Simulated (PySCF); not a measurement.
**Ga2H6O2 ((H2Ga-mu-OH)2): levels of theory compared**

Aim: a comparison of 6 runs (HF/STO-3G, HF/3-21G, HF/pcseg-1, HF/def2-SVP, B3LYP/6-31G*, PBE0/def2-SVP) of Ga2H6O2 ((H2Ga-mu-OH)2). 

The calculation is run with PySCF 2.14.0.

### 1 Starting point

Ga2H6O2: 10 atoms, total charge 0, spin state singlet. The shape comes from GFN2-xTB, which is rough for such elements, and wasn't checked as a minimum.

Bond lengths: Ga1–O4 1.957 Å, O4–Ga5 1.955 Å, Ga1–O8 1.955 Å, Ga5–O8 1.956 Å, Ga1–H2 1.537 Å, Ga1–H3 1.537 Å, Ga5–H6 1.537 Å, Ga5–H7 1.537 Å, O4–H9 0.960 Å, O8–H10 0.960 Å. Some angles: Ga1–O4–Ga5 98.6°, O4–Ga1–O8 81.4°, O4–Ga5–O8 81.4°, Ga1–O8–Ga5 98.6°, Ga1–O4–H9 130.7°, Ga5–O4–H9 130.7°, H2–Ga1–O4 110.0°, H2–Ga1–O8 110.0°, H3–Ga1–O4 110.0°, H3–Ga1–O8 110.0°.

### 2 Energy and gradient at HF/STO-3G (run 1)

Contents of job.py:

```python
import pyscf.grad
from pyscf import gto

mol = gto.M(
    atom='''
Ga    -0.674680    -1.154130     0.641860
H      0.221150    -2.149160     1.397670
H     -2.202150    -1.236490     0.487860
O     -0.144570     0.680360     1.068960
Ga     0.673400     1.154370    -0.642440
H     -0.225020     2.148050    -1.396790
H      2.201010     1.239160    -0.490910
O      0.145380    -0.680570    -1.068260
H     -0.251830     1.191170     1.874230
H      0.257290    -1.192760    -1.872170
''',
    max_memory=1860,
    spin=0,
    verbose=4,
    basis='sto-3g',
    charge=0,
)

mf = mol.RHF()
mf.conv_tol = 1e-10
mf.kernel()
if not mf.converged:
    mf = mf.newton().run(mf.mo_coeff, mf.mo_occ)

etot = mf.e_tot
print('E = %.10f Eh' % etot)
grad = mf.Gradients().kernel()
mf.analyze()
```

Command:

```console
$ OMP_NUM_THREADS=1 python job.py
```

Output:

```text
PySCF version 2.14.0

[... 85 lines left out ...]
Two-electron Energy =                 2158.037011435658314
[... 7 lines left out ...]
MO #4   energy= -46.627124609546   occ= 2
[... 5 lines left out ...]
MO #10  energy= -41.8444504242837  occ= 2
[... 5 lines left out ...]
MO #16  energy= -3.87626741257573  occ= 2
[... 5 lines left out ...]
MO #22  energy= -1.25307839653486  occ= 2
[... 5 lines left out ...]
MO #28  energy= -0.458613960407197 occ= 2
[... 5 lines left out ...]
MO #34  energy= -0.284379363172854 occ= 2
[... 5 lines left out ...]
MO #40  energy= -0.250612832893047 occ= 2
[... 5 lines left out ...]
MO #46  energy= 0.503289162639128  occ= 0
[... 5 lines left out ...]
MO #52  energy= 0.729366239250218  occ= 0
[... 26 lines left out ...]
pop of  3 O 2pz           1.34147
pop of  4 Ga 1s           2.00000
pop of  4 Ga 2s           1.99999
pop of  4 Ga 3s           1.99864
pop of  4 Ga 4s           1.03620
pop of  4 Ga 2px          2.00000
pop of  4 Ga 2py          2.00000
pop of  4 Ga 2pz          2.00000
pop of  4 Ga 3px          1.99898
pop of  4 Ga 3py          1.99882
pop of  4 Ga 3pz          1.99886
pop of  4 Ga 4px          0.82275
pop of  4 Ga 4py          0.56460
pop of  4 Ga 4pz          0.49567
pop of  4 Ga 3dxy         1.96696
pop of  4 Ga 3dyz         1.96662
pop of  4 Ga 3dz^2        1.95013
pop of  4 Ga 3dxz         1.96072
pop of  4 Ga 3dx2-y2      1.93351
pop of  5 H 1s            1.10901
pop of  6 H 1s            1.10902
pop of  7 O 1s            1.99990
pop of  7 O 2s            1.57578
pop of  7 O 2px           1.86186
pop of  7 O 2py           1.48176
pop of  7 O 2pz           1.34326
pop of  8 H 1s            0.82698
pop of  9 H 1s            0.82695
 ** Mulliken atomic charges  **
charge of    0Ga =      0.30766
charge of    1H =     -0.10901
charge of    2H =     -0.10900
charge of    3O =     -0.26269
charge of    4Ga =      0.30756
charge of    5H =     -0.10901
charge of    6H =     -0.10902
charge of    7O =     -0.26256
charge of    8H =      0.17302
charge of    9H =      0.17305
Dipole moment(X, Y, Z, Debye):  0.00932, -0.00434,  0.00233
```

Wall time 9.6 s (1 thread of Intel Xeon at 2.50GHz (Skylake/Cascade Lake), shared host); peak memory 0.13 GiB.

### 3 Energy and forces at HF/3-21G (run 2)

Contents of input.xyz:

```xyz
10
Ga2H6O2
Ga    -0.674680    -1.154130     0.641860
H      0.221150    -2.149160     1.397670
H     -2.202150    -1.236490     0.487860
O     -0.144570     0.680360     1.068960
Ga     0.673400     1.154370    -0.642440
H     -0.225020     2.148050    -1.396790
H      2.201010     1.239160    -0.490910
O      0.145380    -0.680570    -1.068260
H     -0.251830     1.191170     1.874230
H      0.257290    -1.192760    -1.872170
```

Contents of run.py:

```python
# (H2Ga-mu-OH)2
import pyscf.grad
from pyscf import gto

mol = gto.Mole()
mol.atom = 'input.xyz'
mol.verbose = 4
mol.basis = '3-21g'
mol.max_memory = 1860
mol.build()

hf = mol.RHF()
hf.conv_tol = 1e-10
hf.kernel()
if not hf.converged:
    hf = hf.newton().run(hf.mo_coeff, hf.mo_occ)

e_tot = hf.e_tot
print('E = %.10f Eh' % e_tot)
grad = hf.Gradients().kernel()
dip = hf.dip_moment()
pop, q = hf.mulliken_pop()
```

Command:

```console
$ OMP_NUM_THREADS=1 python run.py
```

Output:

```text
PySCF version 2.14.0

[... 62 lines left out ...]
converged SCF energy = -3980.20836455458
[... 12 lines left out ...]
Dipole moment(X, Y, Z, Debye):  0.01051, -0.00487,  0.00189
[... 46 lines left out ...]
pop of  4 Ga 3pz          1.98473
pop of  4 Ga 4px          0.49574
pop of  4 Ga 4py          0.28809
pop of  4 Ga 4pz          0.23180
pop of  4 Ga 5px          0.11955
pop of  4 Ga 5py          0.04501
pop of  4 Ga 5pz          0.04235
pop of  4 Ga 3dxy         1.98987
pop of  4 Ga 3dyz         1.99177
pop of  4 Ga 3dz^2        1.98984
pop of  4 Ga 3dxz         1.99099
pop of  4 Ga 3dx2-y2      1.98433
pop of  5 H 1s            0.41155
pop of  5 H 2s            0.85116
pop of  6 H 1s            0.41153
pop of  6 H 2s            0.85120
pop of  7 O 1s            1.98456
pop of  7 O 2s            0.39807
pop of  7 O 3s            1.45917
pop of  7 O 2px           0.79763
pop of  7 O 2py           0.68404
pop of  7 O 2pz           0.63663
pop of  7 O 3px           1.08765
pop of  7 O 3py           0.97548
pop of  7 O 3pz           0.89480
pop of  8 H 1s            0.40666
pop of  8 H 2s            0.16042
pop of  9 H 1s            0.40656
pop of  9 H 2s            0.16047
 ** Mulliken atomic charges  **
charge of    0Ga =      1.01052
charge of    1H =     -0.26273
charge of    2H =     -0.26269
charge of    3O =     -0.91796
charge of    4Ga =      1.01045
charge of    5H =     -0.26270
charge of    6H =     -0.26273
charge of    7O =     -0.91804
charge of    8H =      0.43292
charge of    9H =      0.43297
```

Wall time 9 s (1 thread of Intel Xeon at 2.50GHz (Skylake/Cascade Lake), shared host); peak memory 0.15 GiB.

Runs 3 to 5 aren't shown in full; the table further down has their settings and results.

### 4 Energy and forces at PBE0/def2-SVP (run 6)

Contents of mol.xyz:

```xyz
10

Ga    -0.674680    -1.154130     0.641860
H      0.221150    -2.149160     1.397670
H     -2.202150    -1.236490     0.487860
O     -0.144570     0.680360     1.068960
Ga     0.673400     1.154370    -0.642440
H     -0.225020     2.148050    -1.396790
H      2.201010     1.239160    -0.490910
O      0.145380    -0.680570    -1.068260
H     -0.251830     1.191170     1.874230
H      0.257290    -1.192760    -1.872170
```

Contents of run.py:

```python
# (H2Ga-mu-OH)2
import pyscf.grad
from pyscf import gto, dft

mol = gto.M(
    atom='mol.xyz',
    max_memory=1860,
    charge=0,
    verbose=4,
    basis='def2-svp',
)

myscf = dft.RKS(mol, xc='pbe0')
myscf.grids.level = 5
myscf.conv_tol = 1e-10
myscf.kernel()
if not myscf.converged:
    myscf = myscf.newton().run(myscf.mo_coeff, myscf.mo_occ)

e_tot = myscf.e_tot
print(f'total energy: {e_tot:.8f} hartree')
grad = myscf.Gradients().kernel()
myscf.analyze()
```

Command:

```console
$ OMP_NUM_THREADS=1 python run.py
```

Output:

```text
PySCF version 2.14.0

[... 100 lines left out ...]
MO #1   energy= -372.852517106124  occ= 2
[... 10 lines left out ...]
MO #12  energy= -19.2310772896743  occ= 2
[... 10 lines left out ...]
MO #23  energy= -0.847970203256756 occ= 2
[... 10 lines left out ...]
MO #34  energy= -0.492651112285785 occ= 2
[... 10 lines left out ...]
MO #45  energy= 0.0450596373592762 occ= 0
[... 10 lines left out ...]
MO #56  energy= 0.276881589790414  occ= 0
[... 10 lines left out ...]
MO #67  energy= 0.553231635623789  occ= 0
[... 10 lines left out ...]
MO #78  energy= 1.06770474420834   occ= 0
[... 10 lines left out ...]
MO #89  energy= 1.65130827213532   occ= 0
[... 10 lines left out ...]
MO #100 energy= 1.94973303671987   occ= 0
[... 10 lines left out ...]
MO #111 energy= 2.50759270727193   occ= 0
[... 10 lines left out ...]
MO #122 energy= 3.74404400393646   occ= 0
[... 96 lines left out ...]
pop of  6 H 2s            0.00247
pop of  6 H 2px           0.00230
pop of  6 H 2py           0.00008
pop of  6 H 2pz           0.00012
pop of  7 O 1s            1.99994
pop of  7 O 2s            1.57264
pop of  7 O 3s            0.00367
pop of  7 O 2px           1.87328
pop of  7 O 2py           1.63834
pop of  7 O 2pz           1.52919
pop of  7 O 3px           0.00270
pop of  7 O 3py           0.00199
pop of  7 O 3pz           0.00254
pop of  7 O 3dxy          0.00014
pop of  7 O 3dyz          0.00153
pop of  7 O 3dz^2         0.00085
pop of  7 O 3dxz          0.00022
pop of  7 O 3dx2-y2       0.00025
pop of  8 H 1s            0.64297
pop of  8 H 2s            0.01079
pop of  8 H 2px           0.00153
pop of  8 H 2py           0.00120
pop of  8 H 2pz           0.00145
pop of  9 H 1s            0.64295
pop of  9 H 2s            0.01078
pop of  9 H 2px           0.00153
pop of  9 H 2py           0.00120
pop of  9 H 2pz           0.00145
 ** Mulliken atomic charges  **
charge of    0Ga =      0.48630
charge of    1H =     -0.10053
charge of    2H =     -0.10050
charge of    3O =     -0.62737
charge of    4Ga =      0.48628
charge of    5H =     -0.10052
charge of    6H =     -0.10054
charge of    7O =     -0.62728
charge of    8H =      0.34206
charge of    9H =      0.34209
Dipole moment(X, Y, Z, Debye):  0.00824, -0.00413,  0.00129
```

It took 2.4 min on 1 thread of Intel Xeon at 2.50GHz (Skylake/Cascade Lake), shared host; peak memory 1.3 GiB.

### 5 The series

| run | level | Cartesian functions | integration grid | energy (Eh) | dipole moment (D) | HOMO energy (eV) | LUMO energy (eV) | wall time |
| --- | --- | --- | --- | --- | --- | --- | --- | --- |
| 1 | HF/STO-3G | no | – | -3953.061108 | 0.01 | -6.56 | 7.97 | 9.6 s |
| 2 | HF/3-21G | no | – | -3980.208365 | 0.01 | -10.67 | 2.61 | 9 s |
| 3 | HF/pcseg-1 | no | – | -3999.251579 | 0.01 | -11.04 | 2.43 | 66 s |
| 4 | HF/def2-SVP | no | – | -3999.197916 | 0.01 | -10.94 | 2.65 | 62 s |
| 5 | B3LYP/6-31G* (Cartesian functions) | yes | 5 | -4003.377946 | 0.01 | -7.30 | -0.68 | 2 min |
| 6 | PBE0/def2-SVP | no | 5 | -4002.565594 | 0.01 | -7.58 | -0.23 | 2.4 min |

### 6 What came out

```
                       quantity           value
            run 6: total energy  -4002.56559 Eh
           run 6: dipole moment          0.01 D
             run 6: HOMO energy        -7.58 eV
             run 6: LUMO energy        -0.23 eV
           run 6: HOMO–LUMO gap         7.35 eV
run 6: largest force on an atom      0.602 eV/Å
```

In words: The HOMO–LUMO gap runs from 6.62 eV (B3LYP/6-31G*) to 14.53 eV (HF/STO-3G). The two ends differ in method and basis. Totals of different functionals can't be ranked against each other. In run 1 the basis is minimal, so the values are rough. All runs together took 6.9 min, the longest 2.4 min.
